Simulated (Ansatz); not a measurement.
Geometry optimisation, DFT PBE-D3(BJ), scalar-relativistic, plane waves, PAW in Ansatz 0.2.0.

Input file:

```yaml
crystal:
  lattice:
    - [8.1, 0.0, 0.0]
    - [0.0, 8.1, 0.0]
    - [0.0, 0.0, 8.1]
  atoms:
    - { symbol: Al, position: [0.5, 0.0, 0.0] }
    - { symbol: Al, position: [0.75, 0.25, 0.0] }
    - { symbol: Al, position: [0.75, 0.0, 0.25] }
    - { symbol: Al, position: [0.0, 0.0, 0.0] }
    - { symbol: Al, position: [0.25, 0.25, 0.0] }
    - { symbol: Al, position: [0.5, 0.5, 0.0] }
    - { symbol: Al, position: [0.75, 0.75, 0.0] }
    - { symbol: Al, position: [0.25, 0.0, 0.25] }
    - { symbol: Al, position: [0.5, 0.25, 0.25] }
    - { symbol: Al, position: [0.75, 0.5, 0.25] }
    - { symbol: Al, position: [0.5, 0.0, 0.5] }
    - { symbol: Al, position: [0.75, 0.25, 0.5] }
    - { symbol: Al, position: [0.75, 0.0, 0.75] }
    - { symbol: Al, position: [0.0, 0.5, 0.0] }
    - { symbol: Al, position: [0.25, 0.75, 0.0] }
    - { symbol: Al, position: [0.0, 0.25, 0.25] }
    - { symbol: Al, position: [0.25, 0.5, 0.25] }
    - { symbol: Al, position: [0.5, 0.75, 0.25] }
    - { symbol: Al, position: [0.0, 0.0, 0.5] }
    - { symbol: Al, position: [0.25, 0.25, 0.5] }
    - { symbol: Al, position: [0.5, 0.5, 0.5] }
    - { symbol: Al, position: [0.75, 0.75, 0.5] }
    - { symbol: Al, position: [0.25, 0.0, 0.75] }
    - { symbol: Al, position: [0.5, 0.25, 0.75] }
    - { symbol: Al, position: [0.75, 0.5, 0.75] }
    - { symbol: Al, position: [0.0, 0.75, 0.25] }
    - { symbol: Al, position: [0.0, 0.5, 0.5] }
    - { symbol: Al, position: [0.25, 0.75, 0.5] }
    - { symbol: Al, position: [0.0, 0.25, 0.75] }
    - { symbol: Al, position: [0.25, 0.5, 0.75] }
    - { symbol: Al, position: [0.5, 0.75, 0.75] }
    - { symbol: Al, position: [0.0, 0.75, 0.75] }
    - { symbol: P, position: [0.2453326, 0.7451055, 0.7475315] }
basis:
  ecutwfc: 420.0
kpoints:
  mp_grid: { grid: [3, 3, 3] }
hamiltonian:
  xc: pbe
  dispersion: d3bj
  pseudopotentials: { kind: paw, azcp: { folder: soft_1 } }
scf:
  occupations: { method: gaussian, width: 0.15 }
  lower_state_search: "off"
relax:
  f_tol: 0.03
  max_steps: 60
  adjacent_minimum: "off"
output:
  write_density: true
  write_potential: true
  elf: true
  volumetric_format: npy
```

Run as:

```bash
$ ansatz run input.yaml --threads 4 --pin off --max-ram 10240MiB --backend cpu --events-out ev --progress --plain --runs-dir out
```

Problem. Where does it end, and by what steps?

Solution. The run converged. Limits of this set-up: coarse k mesh, odd electron count without spin, a small cell, in which the defect meets its images, a typed lattice constant that wasn't relaxed here. After 4 steps the energy has fallen by 5.622 eV; Al30 moved furthest, 0.40 Å.

| step | energy less start (eV) | largest force component (eV/Å) | accepted |
| --- | --- | --- | --- |
| 0 | 0.0000 | 7.052 | yes |
| 1 | -4.4173 | 2.203 | yes |
| 2 | -5.5771 | 0.137 | yes |
| 3 | -5.6195 | 0.044 | yes |
| 4 | -5.6215 | 0.002 | yes |

```xyz
33
Lattice="8.1000 0.0000 0.0000 0.0000 8.1000 0.0000 0.0000 0.0000 8.1000" Properties=species:S:1:pos:R:3
Al 4.071 0.021 0.021
Al 6.076 2.027 0.030
Al 6.076 0.030 2.026
Al -0.020 0.022 0.021
Al 2.025 2.021 0.103
Al 4.072 4.030 0.022
Al 6.071 6.075 0.103
Al 2.024 0.103 2.022
Al 4.080 2.026 2.026
Al 6.077 4.022 2.026
Al 4.072 0.022 4.030
Al 6.077 2.027 4.021
Al 6.071 0.104 6.075
Al -0.020 4.030 0.022
Al 2.033 6.084 0.359
Al -0.028 2.027 2.026
Al 2.025 3.953 2.023
Al 4.153 6.074 2.022
Al -0.020 0.022 4.030
Al 2.025 2.021 3.952
Al 4.072 4.030 4.030
Al 6.071 6.075 3.952
Al 2.033 0.351 6.081
Al 4.153 2.021 6.075
Al 6.071 3.953 6.075
Al -0.097 6.075 2.023
Al -0.020 4.030 4.030
Al 2.034 6.084 3.661
Al -0.097 2.021 6.075
Al 2.034 3.651 6.081
Al 4.402 6.084 6.081
Al -0.398 6.085 6.081
P 1.987 6.036 6.050
```

Whether the end is a true minimum wasn't checked by a vibrational analysis.

Time of the run: 83 s on 4 threads of Arm Neoverse V1 (shared host), peak memory 1.5 GiB.
